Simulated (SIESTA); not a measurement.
Crystal: HPbNO4.

```
CELL_PARAMETERS angstrom
4.12040 -0.00081 -0.01120
0.00404 6.42722 0.05360
0.02791 3.20707 7.74994
ATOMIC_POSITIONS crystal
H 0.90366 0.21821 0.48851
H 0.40337 0.78177 0.51142
Pb 0.39455 0.30863 0.70725
Pb 0.89489 0.69135 0.29266
N 0.63409 0.19990 0.20730
N 0.13386 0.80012 0.79275
O 0.90829 0.32866 0.54369
O 0.53792 0.39076 0.19497
O 0.53483 0.11279 0.10602
O 0.83718 0.08887 0.32672
O 0.40817 0.67132 0.45624
O 0.03774 0.60924 0.80520
O 0.03429 0.88737 0.89397
O 0.33716 0.91101 0.67330
```

The cell was built by a generator and needn't be a form met in nature.

Base run:

- Program: SIESTA 5.4.2
- Functional: RPBE
- Potentials or basis: PseudoDojo 0.4 standard (PBE files)
- Basis: DZP (energy shift 0.003 Ry; two zetas on semicore shells)
- Grid cutoff: 800 Ry
- Energy shift: 0.003 Ry
- k mesh: 7 × 5 × 4
- Occupations: fermi-dirac, width 0.05 eV
- Spin: no spin polarisation

Its results: band gap on the k mesh 3.28 eV, indirect (least direct gap 3.34 eV); pressure 4.8 GPa; largest force 1.432 eV/Å.

Question: The run is repeated on the same cell with these changes: functional from RPBE to PBE. What comes out?

Answer: Band gap on the k mesh 3.25 eV, indirect (least direct gap 3.31 eV); pressure 2.8 GPa; largest force 1.387 eV/Å.

PBE binds more tightly than RPBE, so the same cell stands under less pressure.

Caveats: spin-orbit coupling is left out, which as a rule narrows the gap of such compounds by several tenths of an eV; the basis of atomic orbitals isn't converged, which shifts pressures, moduli and gaps; the potentials were made for another functional, which shifts forces and pressure (some runs); forces of over 1 eV/Å show positions far from the minimum, so gaps and moduli don't describe the material at rest (some runs).
